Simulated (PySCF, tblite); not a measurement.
# C4H10SeSi: dynamics, then NMR shifts on frames, part 2 of 2

tblite 0.8.0 and PySCF 2.14.0. Atoms count from 0.

### Step 5. Shielding tensors: 625 fs, PBE0/pcSseg-1

What the job is given:

```
{"job": {"kind": "nmr", "xc": "PBE0", "basis": "pcSseg-1", "pop": false}, "charge": 0, "multiplicity": 1}
Se     3.066600    -0.395500     0.889700
Si     1.037800    -1.452800     0.375800
C     -0.456000    -0.484600     1.070200
C     -1.780800    -0.820800     0.403000
C     -2.009400     0.640600     0.040200
C     -0.659800     0.998900     0.639700
H      2.627200     0.979000     0.917200
H      0.999300    -1.483900    -1.110300
H      1.322900    -2.737600     0.993200
H     -0.509100    -0.688700     2.136700
H     -1.734300    -1.463600    -0.439200
H     -2.569100    -1.253900     1.138500
H     -2.136200     0.872700    -1.019900
H     -2.921100     1.013700     0.559400
H     -0.652500     1.674500     1.499500
H      0.079700     1.402700    -0.044300
```

Level: GIAO PBE0/pcSseg-1 NMR shielding, non-relativistic, gas phase.

Standard output:

```text
coarse grid: 59184 points
cycle   1  E = -2848.5448675201  dE = -4.972e-01  |g| = 7.215e-01  |ddm| = 3.709e+00
cycle   2  E = -2848.5397783749  dE =  5.089e-03  |g| = 5.105e-01  |ddm| = 7.480e-01
cycle   3  E = -2848.5813736952  dE = -4.160e-02  |g| = 1.756e-01  |ddm| = 5.399e-01
cycle   4  E = -2848.5889843475  dE = -7.611e-03  |g| = 2.713e-02  |ddm| = 1.731e-01
cycle   5  E = -2848.5891183422  dE = -1.340e-04  |g| = 6.940e-03  |ddm| = 3.221e-02
cycle   6  E = -2848.5891318767  dE = -1.353e-05  |g| = 1.727e-03  |ddm| = 9.552e-03
cycle   7  E = -2848.5891324442  dE = -5.675e-07  |g| = 4.125e-04  |ddm| = 1.857e-03
final grid: 123552 points
cycle   8  E = -2848.5890840929  dE = -5.556e-08  |g| = 4.514e-04  |ddm| = 1.791e-03
cycle   9  E = -2848.5890840797  dE =  1.325e-08  |g| = 5.294e-04  |ddm| = 9.923e-04
cycle  10  E = -2848.5890841393  dE = -5.967e-08  |g| = 4.394e-05  |ddm| = 4.966e-04
cycle  11  E = -2848.5890841399  dE = -5.393e-10  |g| = 8.109e-06  |ddm| = 5.944e-05
converged SCF energy = -2848.5890841399

GIAO shielding tensors (ppm)
atom      isotropic    diamagn.    paramagn.     s11        s22        s33       span
  0 Se    2271.503    3000.762    -729.258   2052.452   2167.719   2594.339    541.886
  1 Si     372.740     878.403    -505.663    322.454    372.832    422.933    100.478
  2 C      168.512     252.966     -84.454    154.406    164.131    186.998     32.592
  3 C      160.645     249.576     -88.931    145.254    157.285    179.396     34.143
  4 C      166.832     248.580     -81.748    155.605    161.515    183.375     27.770
  5 C      163.035     246.436     -83.400    145.240    154.499    189.366     44.126
  6 H       31.770      31.513       0.257     21.270     27.708     46.331     25.061
  7 H       26.286      28.528      -2.242     21.634     25.479     31.745     10.111
  8 H       26.732      28.196      -1.463     22.410     25.308     32.478     10.068
  9 H       29.433      31.503      -2.070     25.383     29.324     33.593      8.209
 10 H       30.084      31.407      -1.323     26.529     29.229     34.494      7.964
 11 H       27.856      28.109      -0.253     24.376     25.183     34.008      9.632
 12 H       29.523      29.726      -0.203     26.096     26.830     35.643      9.546
 13 H       28.698      28.414       0.284     24.992     26.291     34.811      9.819
 14 H       28.984      29.998      -1.014     25.363     27.272     34.318      8.955
 15 H       29.670      31.924      -2.254     25.179     30.339     33.491      8.312
```

Wall time 20 s (1 thread of Arm Neoverse V2, shared host); peak memory 0.9 GiB.

This run: δ C3 26.3, C5 23.9, C4 20.1, C2 18.4, H7 5.43, H8 4.98 ppm.

### Step 6. Shielding tensors: 800 fs, PBE0/pcSseg-1

What the job is given:

```
{"job": {"kind": "nmr", "xc": "PBE0", "basis": "pcSseg-1", "pop": false}, "charge": 0, "multiplicity": 1}
Se     3.292800    -0.546900     1.044700
Si     1.177800    -1.292300     0.462400
C     -0.357500    -0.593100     1.428100
C     -1.670200    -0.740700     0.608200
C     -1.686100     0.842800     0.447500
C     -0.463400     0.960500     1.388500
H      2.936500     0.656700     1.677700
H      1.062800    -0.827400    -0.908300
H      1.141200    -2.739100     0.341600
H     -0.534400    -1.060700     2.407800
H     -1.626100    -1.251600    -0.303900
H     -2.481300    -1.130600     1.214500
H     -1.589500     1.053000    -0.596200
H     -2.589700     1.300800     0.768000
H     -0.766400     1.531100     2.270500
H      0.412100     1.467600     0.916200
```

Method: GIAO PBE0/pcSseg-1 NMR shielding, non-relativistic, gas phase.

Standard output:

```text
coarse grid: 59184 points
cycle   1  E = -2848.5402859188  dE = -5.359e-01  |g| = 7.195e-01  |ddm| = 3.697e+00
cycle   2  E = -2848.5378979418  dE =  2.388e-03  |g| = 4.994e-01  |ddm| = 6.944e-01
cycle   3  E = -2848.5751671532  dE = -3.727e-02  |g| = 1.608e-01  |ddm| = 5.041e-01
cycle   4  E = -2848.5815263531  dE = -6.359e-03  |g| = 2.914e-02  |ddm| = 1.652e-01
cycle   5  E = -2848.5816877221  dE = -1.614e-04  |g| = 7.902e-03  |ddm| = 3.300e-02
cycle   6  E = -2848.5817043074  dE = -1.659e-05  |g| = 1.611e-03  |ddm| = 8.974e-03
cycle   7  E = -2848.5817048036  dE = -4.962e-07  |g| = 3.720e-04  |ddm| = 1.645e-03
final grid: 123552 points
cycle   8  E = -2848.5817282841  dE = -5.961e-08  |g| = 3.649e-04  |ddm| = 1.835e-03
cycle   9  E = -2848.5817282846  dE = -5.257e-10  |g| = 3.970e-04  |ddm| = 7.765e-04
cycle  10  E = -2848.5817283099  dE = -2.532e-08  |g| = 3.531e-05  |ddm| = 3.644e-04
cycle  11  E = -2848.5817283103  dE = -3.638e-10  |g| = 9.219e-06  |ddm| = 4.703e-05
converged SCF energy = -2848.5817283103

GIAO shielding tensors (ppm)
atom      isotropic    diamagn.    paramagn.     s11        s22        s33       span
  0 Se    2335.021    3000.188    -665.166   2089.934   2271.357   2643.773    553.839
  1 Si     373.823     878.673    -504.850    319.803    365.853    435.814    116.011
  2 C      163.173     253.103     -89.930    143.814    166.240    179.466     35.652
  3 C      163.955     250.371     -86.416    151.963    154.686    185.216     33.253
  4 C      167.260     249.428     -82.168    147.426    163.626    190.729     43.303
  5 C      162.164     248.770     -86.606    150.391    154.412    181.689     31.298
  6 H       32.398      31.579       0.818     21.330     27.608     48.256     26.926
  7 H       26.727      30.286      -3.559     21.813     26.206     32.163     10.350
  8 H       27.119      28.658      -1.539     22.977     25.580     32.799      9.822
  9 H       28.763      30.502      -1.738     24.748     28.367     33.174      8.426
 10 H       30.965      32.706      -1.741     27.578     29.303     36.015      8.437
 11 H       29.471      30.789      -1.318     26.296     26.762     35.355      9.059
 12 H       29.711      31.741      -2.031     26.440     27.440     35.251      8.811
 13 H       30.195      30.808      -0.613     26.672     27.103     36.810     10.139
 14 H       28.967      30.146      -1.178     24.792     27.780     34.330      9.538
 15 H       29.145      31.304      -2.159     24.396     29.784     33.256      8.860
```

It took 20 s on 1 thread of Arm Neoverse V2, shared host; peak memory 0.9 GiB.

Key values: δ C5 24.8, C2 23.8, C3 23.0, C4 19.7, H7 4.99, H8 4.60 ppm.

### Step 7. Nuclear shieldings: 1000 fs, PBE0/pcSseg-1

What the job is given:

```
{"job": {"kind": "nmr", "xc": "PBE0", "basis": "pcSseg-1", "pop": false}, "charge": 0, "multiplicity": 1}
Se     3.459400    -0.526600     1.210400
Si     1.411200    -0.763500     0.183600
C     -0.145000    -0.173300     1.233800
C     -1.401500    -0.852700     0.678100
C     -2.093900     0.525700     0.640900
C     -0.780200     1.233600     1.023200
H      3.549700     0.897600     0.967000
H      1.434300    -0.217500    -1.201300
H      1.489500    -2.256000     0.107500
H      0.016700    -0.501300     2.254300
H     -1.318700    -1.364200    -0.276700
H     -1.879400    -1.501800     1.360400
H     -2.378500     0.833800    -0.338600
H     -2.974000     0.610000     1.324000
H     -0.813700     1.897000     1.919700
H     -0.348600     1.863800     0.251200
```

With the program's defaults for keys left out, this is: GIAO PBE0/pcSseg-1 NMR shielding, non-relativistic, gas phase.

Standard output:

```text
coarse grid: 59184 points
cycle   1  E = -2848.5457554109  dE = -5.387e-01  |g| = 7.216e-01  |ddm| = 3.687e+00
cycle   2  E = -2848.5403292371  dE =  5.426e-03  |g| = 5.114e-01  |ddm| = 7.244e-01
cycle   3  E = -2848.5814360472  dE = -4.111e-02  |g| = 1.713e-01  |ddm| = 5.442e-01
cycle   4  E = -2848.5887396006  dE = -7.304e-03  |g| = 2.942e-02  |ddm| = 1.764e-01
cycle   5  E = -2848.5888952150  dE = -1.556e-04  |g| = 7.979e-03  |ddm| = 3.370e-02
cycle   6  E = -2848.5889123902  dE = -1.718e-05  |g| = 1.740e-03  |ddm| = 9.745e-03
cycle   7  E = -2848.5889129402  dE = -5.500e-07  |g| = 4.090e-04  |ddm| = 1.905e-03
final grid: 123552 points
cycle   8  E = -2848.5888771723  dE = -5.065e-08  |g| = 4.211e-04  |ddm| = 1.655e-03
cycle   9  E = -2848.5888771671  dE =  5.242e-09  |g| = 4.766e-04  |ddm| = 9.518e-04
cycle  10  E = -2848.5888772087  dE = -4.161e-08  |g| = 4.360e-05  |ddm| = 4.677e-04
cycle  11  E = -2848.5888772092  dE = -4.993e-10  |g| = 8.709e-06  |ddm| = 5.618e-05
converged SCF energy = -2848.5888772092

GIAO shielding tensors (ppm)
atom      isotropic    diamagn.    paramagn.     s11        s22        s33       span
  0 Se    2191.397    3001.027    -809.630   1962.239   2175.643   2436.309    474.070
  1 Si     376.279     877.623    -501.344    300.957    375.172    452.709    151.752
  2 C      157.680     252.856     -95.176    142.239    161.365    169.436     27.198
  3 C      167.186     249.080     -81.894    154.962    157.873    188.724     33.762
  4 C      164.235     251.449     -87.213    142.905    166.555    183.246     40.341
  5 C      161.623     245.919     -84.297    145.969    153.936    184.963     38.995
  6 H       31.298      30.301       0.996     21.371     26.543     45.979     24.608
  7 H       26.427      28.531      -2.104     21.617     26.156     31.509      9.891
  8 H       26.547      28.315      -1.767     21.716     26.539     31.387      9.672
  9 H       29.135      31.638      -2.504     25.654     29.477     32.273      6.619
 10 H       30.145      31.378      -1.233     26.438     29.509     34.488      8.050
 11 H       30.224      31.481      -1.257     26.962     27.783     35.927      8.965
 12 H       29.629      30.933      -1.304     26.429     26.976     35.483      9.054
 13 H       28.741      28.680       0.060     24.982     26.237     35.004     10.023
 14 H       28.866      28.757       0.109     25.725     26.526     34.348      8.623
 15 H       29.645      31.000      -1.354     26.534     28.713     33.689      7.155
```

It took 20 s on 1 thread of Arm Neoverse V2, shared host; peak memory 0.9 GiB.

Key values: δ C2 29.2, C5 25.3, C4 22.7, C3 19.7, H7 5.29, H8 5.17 ppm.

### Step 8. Side by side: NMR shifts

Shifts (ppm) of some atoms, chosen among heavy atoms and hydrogens apart, with basis size and wall time:

```
  frame    C5    C3    C2    C4   H11     H6   Se0  functions  time
 250 fs  29.6  23.6  19.6  12.3  1.84  -1.92  -634        183  21 s
 425 fs  36.1  26.4  24.3  25.2  2.90  -0.49  -570        183  20 s
 625 fs  23.9  26.3  18.4  20.1  3.86  -0.05  -513        183  20 s
 800 fs  24.8  23.0  23.8  19.7  2.25  -0.68  -577        183  20 s
1000 fs  25.3  19.7  29.2  22.7  1.49   0.42  -433        183  20 s
```

### Step 9. What came out

This closing draws on all 2 parts.

```
                                         quantity                                                            value
                                       thermostat                                                            200 K
                    mean temperature, second half                                                            181 K
          mean potential energy above the minimum                                                          0.37 eV
   13C shifts against TMS (PBE0/pcSseg-1, 250 fs)                                       29.6, 23.6, 19.6, 12.3 ppm
    1H shifts against TMS (PBE0/pcSseg-1, 250 fs)  6.14, 5.57, 3.90, 2.78, 2.59, 1.93, 1.84, 0.97, 0.95, -1.92 ppm
77Se shifts against Me2Se (PBE0/pcSseg-1, 250 fs)                                                         -634 ppm
  29Si shifts against TMS (PBE0/pcSseg-1, 250 fs)                                                        -25.7 ppm
                        range of the shift of Se0                                                 -634 to -433 ppm
```

**Reading.** In the second half the potential energy averages 0.37 eV above the minimum; equipartition over 42 harmonic modes at 200 K would give 0.36 eV. With 16 atoms the temperature swings widely (82 to 262 K). Shifts at one fixed geometry are not the observed spectrum, which averages over the motion. In the first frame run (250 fs): Shielding is most anisotropic at Se0 (span 536 ppm, paramagnetic term -610 ppm). Across the 5 runs the shift of Se0 moves most, between -634 (250 fs) and -433 ppm (1000 fs). Spin-orbit coupling is left out, which matters for shieldings and couplings at and beside the heavy atoms.
